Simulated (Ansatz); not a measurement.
# WN+ (quintet): from Hartree-Fock to the top rungs, def2-TZVPP

An exercise on one series of results from a longer session: the logs are not shown, and one member is left open.

Computed with Ansatz 0.2.0, Gaussian basis. Level: def2-TZVPP, core rule «outside noble gas», up to 5 orbitals frozen.

The runs, in order: UHF; ROHF; CCSD(T) on UHF.

## What is computed

The geometry is a PBE0/def2-TZVP stationary point (not a proven minimum) of the parent state, kept for this charge and spin. No spin-orbit coupling is included. Elements past krypton take def2 core potentials.

2 atoms, charge 1, spin multiplicity 5.

Atoms are counted from 1 here; the program's logs count them from 0.

Bond lengths: W1–N2 1.844 Å.

Geometry (Å):

```csv
atom,x (Å),y (Å),z (Å)
W1,0.0000,0.0000,0.0000
N2,0.0000,0.0000,1.8436
```

The first run:

Input file in.yaml:

```yaml
crystal:
  periodic: [false, false, false]
  atoms:
    - {symbol: W, position_ang: [0.000000, 0.000000, 0.000000]}
    - {symbol: N, position_ang: [0.000000, 0.000000, 1.843600]}
basis:
  gaussian: {orbitals: def2-TZVPP}
total_charge: 1
magnetization: {spin_polarized: true, initial_magnetization: 4}
hamiltonian: {xc: hf}
output: {orbitals: {seedname: orbitals}}
```

Started as:

```
ansatz run in.yaml --threads 1 --pin off --events-out ev --progress --plain --max-ram 4096MiB --backend cpu
```

Steps of the session up to this table: UHF; ROHF; CCSD(T) on UHF.

One table of the session follows, with a row left open; its other results are not shown here.

```
  method  from UCCSD(T) (meV)
    ROHF              +9183.5
     UHF              +8195.3
    UMP2                    ?
   UCCSD               +544.4
UCCSD(T)                    0
```

Q: Estimate the row for UMP2 from the others.

**Answer.** from UCCSD(T) (meV): +1763.0. In the column «from UCCSD(T) (meV)» it lies between UCCSD (+544.4) and UHF (+8195.3).

Limits of these values: The determinant is far from a pure spin state, so its energy mixes those of several spin states (harmless only where they are near-degenerate, as at dissociation).
